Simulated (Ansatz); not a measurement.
# CH4FGaGeO: single points with varied inputs

Aim: run CH4FGaGeO under a spread of inputs, and see what each costs and gives.

Program: Ansatz 0.2.0, Gaussian basis. Level of theory: the settings change from run to run. These are calculated values, not measurements.

## 1. The molecule

The structure was relaxed beforehand with PBE0-D4 in a triple-zeta def2 set.

SMILES `O=[CH][Ga]([F])[GeH3]`, 9 atoms, charge 0, spin multiplicity 1.

Atoms are counted from 1 here; the program's logs count them from 0.

Bond lengths: O1–C2 1.202 Å, C2–Ga3 2.041 Å, C2–H6 1.116 Å, Ga3–F4 1.767 Å, Ga3–Ge5 2.440 Å, Ge5–H7 1.537 Å, Ge5–H8 1.536 Å, Ge5–H9 1.535 Å. Angles: O1–C2–Ga3 120.2°, O1–C2–H6 119.8°, Ga3–C2–H6 120.0°, C2–Ga3–F4 111.2°, C2–Ga3–Ge5 131.3°, F4–Ga3–Ge5 117.5°, Ga3–Ge5–H7 109.1°, Ga3–Ge5–H8 110.3°, Ga3–Ge5–H9 110.7°, H7–Ge5–H8 108.4°, H7–Ge5–H9 109.0°, H8–Ge5–H9 109.4°.

## 2. revPBE0/x2c-TZVPPall

This run has a grid of angular degree 47, D4 dispersion, the search for lower states set to light.

Contents of in.yaml:

```yaml
crystal:
  periodic: [false, false, false]
  atoms:
    - {symbol: O, position_ang: [-1.147031, 2.367747, 0.800561]}
    - {symbol: C, position_ang: [-1.056560, 1.370857, 1.466053]}
    - {symbol: Ga, position_ang: [-0.175891, -0.301534, 0.695518]}
    - {symbol: F, position_ang: [-0.231737, -1.642034, 1.846149]}
    - {symbol: Ge, position_ang: [0.859367, -0.723081, -1.473294]}
    - {symbol: H, position_ang: [-1.459415, 1.359714, 2.506915]}
    - {symbol: H, position_ang: [-0.242672, -0.949849, -2.521121]}
    - {symbol: H, position_ang: [1.699883, 0.486803, -1.907689]}
    - {symbol: H, position_ang: [1.754067, -1.968633, -1.413091]}
basis:
  gaussian: {orbitals: x2c-TZVPPall, final_grid: {core_spheres: 20, valence_spheres: 16, degree: 47}}
hamiltonian: {xc: {name: revPBE0}, dispersion: d4}
scf: {lower_state_search: light}
output: {forces: true}
```

Started as:

```bash
$ ansatz run in.yaml --threads 4 --pin off --events-out ev --progress --plain --max-ram 10444MiB
```

Output, shortened:

```text
Functional definition: revPBE0
  name "revPBE0"
  cite "Zhang & Yang, Phys. Rev. Lett. 80, 890 (1998) doi:10.1103/PhysRevLett.80.890"
  cite "Adamo & Barone, J. Chem. Phys. 110, 6158 (1999) doi:10.1063/1.478522"
  cite "Perdew, Burke & Ernzerhof, Phys. Rev. Lett. 77, 3865 (1996) doi:10.1103/PhysRevLett.77.3865"
[...]
1550 factors; their error is unknown
[...]
mean field -115869.97313946 eV, -4258.1429733864 hartree, gradient 2.8e-5 eV, S^2 0.000000; 0 other end points of the search recorded, 0 dependent functions left out
[...]
reference -115869.97318101 eV, -4258.1429749135 hartree; 45, 45 occupied and 200, 200 virtual orbitals, 1550 factors
Total energy: -115870.39824346 eV, -4258.1585956704 hartree
Relativity: scalar
Atom 0 at    -1.147031     2.367747     0.800561 Å, force    -0.001476     0.080508    -0.068831 eV/Å
Atom 1 at    -1.056560     1.370857     1.466053 Å, force     0.001969    -0.074404     0.059489 eV/Å
Atom 2 at    -0.175891    -0.301534     0.695518 Å, force     0.031277     0.083026    -0.135552 eV/Å
Atom 3 at    -0.231737    -1.642034     1.846149 Å, force    -0.001779    -0.077723     0.063148 eV/Å
Atom 4 at     0.859367    -0.723081    -1.473294 Å, force    -0.005349    -0.001340     0.014109 eV/Å
Atom 5 at    -1.459415     1.359714     2.506915 Å, force     0.013480    -0.026858    -0.010133 eV/Å
Atom 6 at    -0.242672    -0.949849    -2.521121 Å, force     0.049036     0.011775     0.052620 eV/Å
Atom 7 at     1.699883     0.486803    -1.907689 Å, force    -0.042015    -0.056658     0.025752 eV/Å
Atom 8 at     1.754067    -1.968633    -1.413091 Å, force    -0.045143     0.061675    -0.000602 eV/Å
Dipole moment:     0.079902    -0.001826    -0.130446 e Å
```

Wall time 2.5 s (4 threads of AMD EPYC 9R45, shared host); peak memory 0.88 GiB.

Largest force 0.162 eV/Å, dipole 0.73 D.

## 3. SPW92/aug-cc-pVDZ

Options: coordinates scaled by 1.05, the search for lower states set to full.

Contents of in.yaml:

```yaml
crystal:
  periodic: [false, false, false]
  atoms:
    - {symbol: O, position_ang: [-1.204383, 2.486135, 0.840589]}
    - {symbol: C, position_ang: [-1.109388, 1.439400, 1.539355]}
    - {symbol: Ga, position_ang: [-0.184686, -0.316611, 0.730294]}
    - {symbol: F, position_ang: [-0.243323, -1.724136, 1.938456]}
    - {symbol: Ge, position_ang: [0.902335, -0.759235, -1.546959]}
    - {symbol: H, position_ang: [-1.532386, 1.427700, 2.632260]}
    - {symbol: H, position_ang: [-0.254806, -0.997342, -2.647177]}
    - {symbol: H, position_ang: [1.784877, 0.511143, -2.003074]}
    - {symbol: H, position_ang: [1.841770, -2.067065, -1.483745]}
basis:
  gaussian: {orbitals: aug-cc-pVDZ}
hamiltonian: {xc: {name: SPW92}}
scf: {lower_state_search: full}
output: {forces: true}
```

Launched as before.

Output, shortened:

```text
Functional definition: SPW92
  name "SPW92"
  cite "Dirac, Proc. Camb. Phil. Soc. 26, 376 (1930) doi:10.1017/S0305004100016108"
  cite "Slater, Phys. Rev. 81, 385 (1951) doi:10.1103/PhysRev.81.385"
  cite "Perdew & Wang, Phys. Rev. B 45, 13244 (1992) doi:10.1103/PhysRevB.45.13244"
[...]
1718 factors; their error is unknown
[...]
mean field -114550.66882497 eV, -4209.6594340856 hartree, gradient 3.5e-5 eV, S^2 0.000000; 1 other end points of the search recorded, 0 dependent functions left out
[...]
reference -114550.66889858 eV, -4209.6594367909 hartree; 45, 45 occupied and 132, 132 virtual orbitals, 1718 factors
Total energy: -114550.66889858 eV, -4209.6594367909 hartree
Atom 0 at    -1.204383     2.486135     0.840589 Å, force     0.322000    -3.305205     2.152178 eV/Å
Atom 1 at    -1.109388     1.439400     1.539355 Å, force    -0.312897     2.487946    -1.461007 eV/Å
Atom 2 at    -0.184686    -0.316611     0.730294 Å, force    -0.036561    -0.452699     0.405603 eV/Å
Atom 3 at    -0.243323    -1.724136     1.938456 Å, force     0.038925     1.129402    -0.951544 eV/Å
Atom 4 at     0.902335    -0.759235    -1.546959 Å, force     0.041296    -0.053241    -0.106320 eV/Å
Atom 5 at    -1.532386     1.427700     2.632260 Å, force     0.381283     0.009228    -0.982724 eV/Å
Atom 6 at    -0.254806    -0.997342    -2.647177 Å, force     0.660784     0.146251     0.662189 eV/Å
Atom 7 at     1.784877     0.511143    -2.003074 Å, force    -0.531185    -0.731434     0.293919 eV/Å
Atom 8 at     1.841770    -2.067065    -1.483745 Å, force    -0.563645     0.769752    -0.012294 eV/Å
Dipole moment:     0.081073     0.059486    -0.183170 e Å
```

Wall time 0.95 s (4 threads of AMD EPYC 9R45, shared host).

Largest force 3.957 eV/Å, dipole 1.00 D.

## 4. MP2/def2-SVPD

Options: multiplicity 3, atoms shaken by 0.08 Å, finite nuclei.

Contents of in.yaml:

```yaml
crystal:
  periodic: [false, false, false]
  atoms:
    - {symbol: O, position_ang: [-1.106456, 2.380355, 0.791348]}
    - {symbol: C, position_ang: [-1.151128, 1.300782, 1.519173]}
    - {symbol: Ga, position_ang: [-0.254540, -0.295630, 0.774772]}
    - {symbol: F, position_ang: [-0.260242, -1.668972, 1.785883]}
    - {symbol: Ge, position_ang: [0.963114, -0.706435, -1.555758]}
    - {symbol: H, position_ang: [-1.443088, 1.227104, 2.410274]}
    - {symbol: H, position_ang: [-0.236366, -1.035616, -2.640092]}
    - {symbol: H, position_ang: [1.781330, 0.438229, -1.807124]}
    - {symbol: H, position_ang: [1.695442, -2.029230, -1.423835]}
basis:
  gaussian: {orbitals: def2-SVPD, nuclear_model: gaussian}
magnetization: {spin_polarized: true, initial_magnetization: 2}
hamiltonian: {xc: {name: HF}}
correlation: {method: mp2}
```

Launched as before.

Output, shortened:

```text
Functional definition: HF
  name "HF"
  cite "Fock, Z. Phys. 61, 126 (1930) doi:10.1007/BF01340294"
  parent pbe
[...]
1695 factors; integrals over basis functions are off by at most 1.2e-3 eV
[...]
mean field -114624.28814489 eV, -4212.3648941916 hartree, gradient 1.9e-6 eV, S^2 2.023870; 4 other end points of the search recorded, 0 dependent functions left out
21 core orbitals not correlated: weight in the atoms' cores, before any rotation towards them, 1.000 or more for the frozen orbitals, at most 0.000 for the correlated occupied ones
reference -114624.28814489 eV, -4212.3648941916 hartree; 25, 23 occupied and 128, 130 virtual orbitals, 1695 factors
second order -25.05006253 eV of doubles, -0.00000000 eV of singles
Total energy: -114649.33820742 eV, -4213.2854670101 hartree
```

It took 3.5 s on 4 threads of AMD EPYC 9R45, shared host; peak memory 0.84 GiB.

⟨S²⟩ 2.024.

## 5. BLYP/def2-TZVP

Set apart from the defaults: atoms shaken by 0.08 Å.

Contents of in.yaml:

```yaml
crystal:
  periodic: [false, false, false]
  atoms:
    - {symbol: O, position_ang: [-1.217516, 2.425030, 0.785363]}
    - {symbol: C, position_ang: [-1.073233, 1.401909, 1.407090]}
    - {symbol: Ga, position_ang: [-0.176495, -0.250933, 0.684890]}
    - {symbol: F, position_ang: [-0.314456, -1.656752, 1.723229]}
    - {symbol: Ge, position_ang: [0.758717, -0.804885, -1.455906]}
    - {symbol: H, position_ang: [-1.498731, 1.195551, 2.567923]}
    - {symbol: H, position_ang: [-0.256406, -0.970908, -2.491713]}
    - {symbol: H, position_ang: [1.679971, 0.624759, -1.919260]}
    - {symbol: H, position_ang: [1.896835, -1.927522, -1.387172]}
basis:
  gaussian: {orbitals: def2-TZVP}
hamiltonian: {xc: {name: BLYP}}
```

Launched as before.

Output:

```text
Functional definition: BLYP
  name "BLYP"
  cite "Becke, Phys. Rev. A 38, 3098 (1988) doi:10.1103/PhysRevA.38.3098"
  cite "Lee, Yang & Parr, Phys. Rev. B 37, 785 (1988) doi:10.1103/PhysRevB.37.785"
  parameter beta = 0.0042
  parameter a = 0.04918
  parameter b = 0.132
  parameter c = 0.2533
  parameter d = 0.349
  exchange = b88_x(beta = beta)
  correlation = lyp_c(a = a, b = b, c = c, d = d)
1389 factors; their error is unknown
mean field evaluation 1: about -114757.5528 eV, gradient 8.1e1 eV
mean field evaluation 2: about -114665.8491 eV, gradient 2.1e2 eV
mean field evaluation 4: about -114766.5287 eV, gradient 2.2e1 eV
mean field evaluation 8: about -114767.3628 eV, gradient 3.3e-1 eV
mean field evaluation 16: about -114767.3301 eV, gradient 1.1e-3 eV
mean field -114767.33008077 eV, -4217.6215883780 hartree, gradient 6.2e-5 eV, S^2 0.000000; 0 other end points of the search recorded, 0 dependent functions left out
reference -114767.33046924 eV, -4217.6216026541 hartree; 45, 45 occupied and 168, 168 virtual orbitals, 1389 factors
Total energy: -114767.33046924 eV, -4217.6216026541 hartree
```

It took 0.7 s on 4 threads of AMD EPYC 9R45, shared host.

## 6. wB97X-V/aug-pcseg-2

Contents of in.yaml:

```yaml
crystal:
  periodic: [false, false, false]
  atoms:
    - {symbol: O, position_ang: [-1.147031, 2.367747, 0.800561]}
    - {symbol: C, position_ang: [-1.056560, 1.370857, 1.466053]}
    - {symbol: Ga, position_ang: [-0.175891, -0.301534, 0.695518]}
    - {symbol: F, position_ang: [-0.231737, -1.642034, 1.846149]}
    - {symbol: Ge, position_ang: [0.859367, -0.723081, -1.473294]}
    - {symbol: H, position_ang: [-1.459415, 1.359714, 2.506915]}
    - {symbol: H, position_ang: [-0.242672, -0.949849, -2.521121]}
    - {symbol: H, position_ang: [1.699883, 0.486803, -1.907689]}
    - {symbol: H, position_ang: [1.754067, -1.968633, -1.413091]}
basis:
  gaussian: {orbitals: aug-pcseg-2}
hamiltonian: {xc: {name: wB97X-V}}
```

Same command.

Output, shortened:

```text
Functional definition: wB97X-V
  name "wB97X-V"
  cite "Mardirossian & Head-Gordon, Phys. Chem. Chem. Phys. 16, 9904 (2014) doi:10.1039/C3CP54374A"
  cite "Becke, J. Chem. Phys. 107, 8554 (1997) doi:10.1063/1.475007"
  cite "Vydrov & Van Voorhis, J. Chem. Phys. 133, 244103 (2010) doi:10.1063/1.3521275"
[...]
      + integral(e_c_pw_opposite_spin*poly(b97_u_opposite, cos0, cos1)) + vv10(b, c)
1763 factors; their error is unknown
647 factors; integrals over basis functions are off by at most 2.4e-5 eV
[...]
mean field -114755.52928384 eV, -4217.1879170895 hartree, gradient 5.2e-5 eV, S^2 0.000000; 0 other end points of the search recorded, 0 dependent functions left out
reference -114755.52928028 eV, -4217.1879169589 hartree; 45, 45 occupied and 303, 303 virtual orbitals, 1763 factors
Total energy: -114755.52928028 eV, -4217.1879169589 hartree
```

Wall time 6.5 s (4 threads of AMD EPYC 9R45, shared host); peak memory 1.5 GiB.

## 7. B97M-V/def2-TZVPP

This run has atoms shaken by 0.03 Å, the search for lower states set to off.

Contents of in.yaml:

```yaml
crystal:
  periodic: [false, false, false]
  atoms:
    - {symbol: O, position_ang: [-1.201327, 2.357862, 0.800233]}
    - {symbol: C, position_ang: [-1.059335, 1.332776, 1.481540]}
    - {symbol: Ga, position_ang: [-0.191201, -0.290515, 0.719050]}
    - {symbol: F, position_ang: [-0.231591, -1.646194, 1.848537]}
    - {symbol: Ge, position_ang: [0.867869, -0.699880, -1.453364]}
    - {symbol: H, position_ang: [-1.434067, 1.416422, 2.518663]}
    - {symbol: H, position_ang: [-0.290666, -0.964949, -2.583822]}
    - {symbol: H, position_ang: [1.689828, 0.532640, -1.851779]}
    - {symbol: H, position_ang: [1.763712, -1.973873, -1.453532]}
basis:
  gaussian: {orbitals: def2-TZVPP}
hamiltonian: {xc: {name: B97M-V}}
scf: {lower_state_search: off}
```

Same command.

Output, shortened:

```text
Functional definition: B97M-V
  name "B97M-V"
  cite "Mardirossian & Head-Gordon, J. Chem. Phys. 142, 074111 (2015) doi:10.1063/1.4907719"
  cite "Becke, J. Chem. Phys. 107, 8554 (1997) doi:10.1063/1.475007"
  cite "Vydrov & Van Voorhis, J. Chem. Phys. 133, 244103 (2010) doi:10.1063/1.3521275"
  # Of w^i u^j: cxij and so on, Table III.
[...]
  gx(w, u) = cx00 + cx01*u + cx02*u^2 + (cx10 + cx11*u)*w
  gss(w, u) = css00 + css02*u^2 + css10*w + (css32*w^3 + css42*w^4)*u^2
  gos(w, u) = cos00 + cos01*u + cos03*u^3 + cos10*w + cos32*w^3*u^2
[...]
      + integral(e_c_pw_mod_opposite_spin*gos(b97_w_opposite, b97_u_opposite)) + vv10(b, c)
[...]
1449 factors; their error is unknown
[...]
mean field -114743.00450362 eV, -4216.7276399060 hartree, gradient 3.7e-6 eV, S^2 0.000000; 0 other end points of the search recorded, 0 dependent functions left out
reference -114743.00456794 eV, -4216.7276422699 hartree; 45, 45 occupied and 200, 200 virtual orbitals, 1449 factors
Total energy: -114743.00456794 eV, -4216.7276422699 hartree
Checks for a lower state left out: stability, starts, cluster_reference, orbital_swaps, neighbouring_geometries, increment
```

Wall time 1.8 s (4 threads of AMD EPYC 9R45, shared host).

## 8. revPBE/def2-TZVPD

Set apart from the defaults: charge -1, multiplicity 2, coordinates scaled by 1.25, a grid of angular degree 23.

Contents of in.yaml:

```yaml
crystal:
  periodic: [false, false, false]
  atoms:
    - {symbol: O, position_ang: [-1.433789, 2.959684, 1.000701]}
    - {symbol: C, position_ang: [-1.320700, 1.713571, 1.832566]}
    - {symbol: Ga, position_ang: [-0.219864, -0.376918, 0.869398]}
    - {symbol: F, position_ang: [-0.289671, -2.052543, 2.307686]}
    - {symbol: Ge, position_ang: [1.074208, -0.903851, -1.841618]}
    - {symbol: H, position_ang: [-1.824269, 1.699642, 3.133643]}
    - {symbol: H, position_ang: [-0.303340, -1.187312, -3.151401]}
    - {symbol: H, position_ang: [2.124853, 0.608504, -2.384612]}
    - {symbol: H, position_ang: [2.192584, -2.460791, -1.766364]}
basis:
  gaussian: {orbitals: def2-TZVPD, final_grid: {core_spheres: 8, valence_spheres: 7, degree: 23}}
total_charge: -1
magnetization: {spin_polarized: true, initial_magnetization: 1}
hamiltonian: {xc: {name: revPBE}}
```

The command is unchanged.

Output, shortened:

```text
Functional definition: revPBE
  name "revPBE"
  cite "Zhang & Yang, Phys. Rev. Lett. 80, 890 (1998) doi:10.1103/PhysRevLett.80.890"
  cite "Perdew, Burke & Ernzerhof, Phys. Rev. Lett. 77, 3865 (1996) doi:10.1103/PhysRevLett.77.3865"
[...]
1508 factors; their error is unknown
[...]
mean field -114751.82464256 eV, -4217.0517740337 hartree, gradient 6.7e-6 eV, S^2 0.754704; 6 other end points of the search recorded, 0 dependent functions left out
reference -114751.82472719 eV, -4217.0517771438 hartree; 46, 45 occupied and 215, 216 virtual orbitals, 1508 factors
Total energy: -114751.82472719 eV, -4217.0517771438 hartree
```

Wall time 4.9 s (4 threads of AMD EPYC 9R45, shared host); peak memory 0.91 GiB.

⟨S²⟩ 0.755.

## 9. SPW92/def2-SVP

Options: atoms shaken by 0.08 Å, relativity set to scalar.

Contents of in.yaml:

```yaml
crystal:
  periodic: [false, false, false]
  atoms:
    - {symbol: O, position_ang: [-1.136280, 2.369675, 0.729638]}
    - {symbol: C, position_ang: [-1.172919, 1.404633, 1.522946]}
    - {symbol: Ga, position_ang: [-0.272087, -0.333749, 0.628800]}
    - {symbol: F, position_ang: [-0.201665, -1.701814, 1.785020]}
    - {symbol: Ge, position_ang: [0.782446, -0.708683, -1.584889]}
    - {symbol: H, position_ang: [-1.540797, 1.390102, 2.445794]}
    - {symbol: H, position_ang: [-0.378120, -0.934748, -2.458922]}
    - {symbol: H, position_ang: [1.816854, 0.613124, -1.797105]}
    - {symbol: H, position_ang: [1.853651, -2.060520, -1.567320]}
basis:
  gaussian: {orbitals: def2-SVP}
hamiltonian: {xc: {name: SPW92}, pseudopotentials: {relativity: scalar}}
output: {forces: true}
```

Same command.

Output, shortened:

```text
Functional definition: SPW92
  name "SPW92"
  cite "Dirac, Proc. Camb. Phil. Soc. 26, 376 (1930) doi:10.1017/S0305004100016108"
  cite "Slater, Phys. Rev. 81, 385 (1951) doi:10.1103/PhysRev.81.385"
  cite "Perdew & Wang, Phys. Rev. B 45, 13244 (1992) doi:10.1103/PhysRevB.45.13244"
[...]
1387 factors; their error is unknown
[...]
mean field -115412.17473759 eV, -4241.3191924248 hartree, gradient 2.8e-5 eV, S^2 0.000000; 0 other end points of the search recorded, 0 dependent functions left out
[...]
reference -115412.17477602 eV, -4241.3191938368 hartree; 45, 45 occupied and 81, 81 virtual orbitals, 1387 factors
Total energy: -115412.17477602 eV, -4241.3191938368 hartree
Relativity: scalar
Atom 0 at    -1.136280     2.369675     0.729638 Å, force    -0.430846    -2.135999     2.650554 eV/Å
Atom 1 at    -1.172919     1.404633     1.522946 Å, force     3.157742     1.103421    -8.733763 eV/Å
Atom 2 at    -0.272087    -0.333749     0.628800 Å, force    -0.075018    -0.042340     0.843615 eV/Å
Atom 3 at    -0.201665    -1.701814     1.785020 Å, force    -0.040056     0.521517    -0.481055 eV/Å
Atom 4 at     0.782446    -0.708683    -1.584889 Å, force     3.056281     0.025344     1.644209 eV/Å
Atom 5 at    -1.540797     1.390102     2.445794 Å, force    -2.254616     0.341579     5.347254 eV/Å
Atom 6 at    -0.378120    -0.934748    -2.458922 Å, force    -0.744034    -0.017325    -1.134033 eV/Å
Atom 7 at     1.816854     0.613124    -1.797105 Å, force    -1.285989    -1.310551    -0.117587 eV/Å
Atom 8 at     1.853651    -2.060520    -1.567320 Å, force    -1.383464     1.514354    -0.019195 eV/Å
Dipole moment:    -0.088915     0.110804    -0.135846 e Å
```

Wall time 0.4 s (4 threads of AMD EPYC 9R45, shared host).

Largest force 9.352 eV/Å, dipole 0.94 D.

## 10. B97/pcseg-2

Options: the search for lower states set to off.

Contents of in.yaml:

```yaml
crystal:
  periodic: [false, false, false]
  atoms:
    - {symbol: O, position_ang: [-1.147031, 2.367747, 0.800561]}
    - {symbol: C, position_ang: [-1.056560, 1.370857, 1.466053]}
    - {symbol: Ga, position_ang: [-0.175891, -0.301534, 0.695518]}
    - {symbol: F, position_ang: [-0.231737, -1.642034, 1.846149]}
    - {symbol: Ge, position_ang: [0.859367, -0.723081, -1.473294]}
    - {symbol: H, position_ang: [-1.459415, 1.359714, 2.506915]}
    - {symbol: H, position_ang: [-0.242672, -0.949849, -2.521121]}
    - {symbol: H, position_ang: [1.699883, 0.486803, -1.907689]}
    - {symbol: H, position_ang: [1.754067, -1.968633, -1.413091]}
basis:
  gaussian: {orbitals: pcseg-2}
hamiltonian: {xc: {name: B97}}
scf: {lower_state_search: off}
```

Launched as before.

Output, shortened:

```text
Functional definition: B97
  name "B97"
  cite "Becke, J. Chem. Phys. 107, 8554 (1997) doi:10.1063/1.475007"
[...]
      + integral(e_c_pw_opposite_spin*poly(b97_u_opposite, cos0, cos1, cos2))
[...]
1454 factors; their error is unknown
[...]
mean field -114760.38799226 eV, -4217.3664713307 hartree, gradient 2.8e-6 eV, S^2 0.000000; 0 other end points of the search recorded, 0 dependent functions left out
reference -114760.38803062 eV, -4217.3664727403 hartree; 45, 45 occupied and 187, 187 virtual orbitals, 1454 factors
Total energy: -114760.38803062 eV, -4217.3664727403 hartree
Checks for a lower state left out: stability, starts, cluster_reference, orbital_swaps, neighbouring_geometries, increment
```

Run time: 1.4 s. Hardware: 4 threads of AMD EPYC 9R45, shared host; peak memory 0.63 GiB.

## 11. All runs side by side

```tsv
level	charge	multiplicity	geometry	functions	energy (eV)	time
revPBE0/x2c-TZVPPall	0	1	relaxed	245	-115870.398	2.5 s
SPW92/aug-cc-pVDZ	0	1	scaled	177	-114550.669	0.95 s
MP2/def2-SVPD	0	3	shaken	174	-114649.338	3.5 s
BLYP/def2-TZVP	0	1	shaken	213	-114767.330	0.7 s
wB97X-V/aug-pcseg-2	0	1	relaxed	348	-114755.529	6.5 s
B97M-V/def2-TZVPP	0	1	shaken	245	-114743.005	1.8 s
revPBE/def2-TZVPD	-1	2	scaled	261	-114751.825	4.9 s
SPW92/def2-SVP	0	1	shaken	126	-115412.175	0.4 s
B97/pcseg-2	0	1	relaxed	232	-114760.388	1.4 s
```

## 12. What came out

```
                                         quantity                       value
                                             runs                           9
                                         quickest       SPW92/def2-SVP, 0.4 s
                                          slowest  wB97X-V/aug-pcseg-2, 6.5 s
spread of total energies, same state and geometry                   1114.9 eV
```

In words: wB97X-V/aug-pcseg-2 took 16 times as long as SPW92/def2-SVP. The jobs differ in tasks and options as well as level. The totals spread over 1115 eV; they can't be compared across methods or bases. Some of these runs are scalar-relativistic and others not, which shifts the totals of all-electron atoms past neon by several eV an atom and more; core potentials, where a basis has them, take the core out of the total altogether. At the PBE0-D4/def2-TZVP geometry and in the same state, the sound runs without point charges leave forces up to 0.16 eV/Å (revPBE0/x2c-TZVPPall), against 9.4 eV/Å where the atoms were moved.
